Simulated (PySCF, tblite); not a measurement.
# C₄H₁₀O₂Si+ (doublet): geometry, infrared bands and EPR parameters

Aim: predict the infrared bands and EPR parameters of C₄H₁₀O₂Si+ (doublet) (`CCCC(=[O+])O[SiH3]`).

Computed with tblite 0.8.0 and PySCF 2.14.0, with density-fitted response routines of our own, on a single molecule in the gas phase. Atoms count from 0, in the outputs and in this text.

## 1. The starting structure

17 atoms, charge 1, multiplicity 2; geometry from: force field or distance geometry start.

Bonds of the start (Å): C0–C1 1.49, C1–C2 1.53, C2–C3 1.47, C3–O4 1.24, C3–O5 1.39, O5–Si6 1.75, C0–H7 1.13, C0–H8 1.10, C0–H9 1.12, C1–H10 1.12, C1–H11 1.11, C2–H12 1.11, C2–H13 1.10, Si6–H14 1.49, Si6–H15 1.48, Si6–H16 1.48.

## 2. Geometry optimisation with GFN2-xTB

The job: settings as JSON, then the geometry in Å.

```
{"job": {"kind": "relax", "xc": "GFN2-xTB", "basis": "xTB"}, "charge": 1, "multiplicity": 2}
C     -2.168100     0.679500     0.105600
C     -1.714200    -0.680000    -0.314500
C     -0.539200    -1.185000     0.516200
C      0.561200    -0.222500     0.325500
O      0.504200     0.801400    -0.377800
O      1.742000    -0.489500     0.998400
Si     3.052900     0.645200     0.778600
H     -1.861800     0.822200     1.188600
H     -1.729000     1.449700    -0.548800
H     -3.282200     0.786700    -0.005900
H     -1.331300    -0.566500    -1.362900
H     -2.519900    -1.443400    -0.376900
H     -0.223400    -2.153000     0.063700
H     -0.798100    -1.386700     1.567300
H      2.521900     1.977200     0.358400
H      3.839100     0.848000     2.016500
H      3.939000     0.128900    -0.292500
```

Command:

```bash
OMP_NUM_THREADS=1 python probes_run.py task.json out
```

One launch serves the whole session: the jobs run in the order shown.

**Question.** This job is followed by: GFN2-xTB harmonic vibrations, gas phase; UKS B3LYP, pcH-1 on C H O Si, non-relativistic, mean-field spin-orbit, GIAO. What will the session give for the following? strongest single infrared mode (GFN2-xTB); zero-point energy (GFN2-xTB); g(iso) (B3LYP); ⟨S²⟩; largest a(iso) (averaged by class).

**Answer**, as computed:

```
                                 quantity                      value
strongest single infrared mode (GFN2-xTB)      2679 cm⁻¹, 530 km/mol
             zero-point energy (GFN2-xTB)              78.6 kcal/mol
                           g(iso) (B3LYP)                    2.00478
                                     ⟨S²⟩         0.754 (exact 0.75)
       largest a(iso) (averaged by class)  1H on H10, H11, 103.4 MHz
```

**Reading.** Over 173 steps the energy fell by 0.912 eV; of the close pairs, C3–O5 changed most, 1.385 to 1.287 Å. All 45 modes are real, so the xTB geometry is a minimum. The strongest single mode, at 2679 cm⁻¹, moves mainly H8. GFN2-xTB is a fitted tight-binding method: band positions and strengths are rough. Its intensities can rank the bands wrongly. The largest share of the spin, 0.54 e, sits on O4. The isotropic g lies 2.5 ppt above the free-electron value.
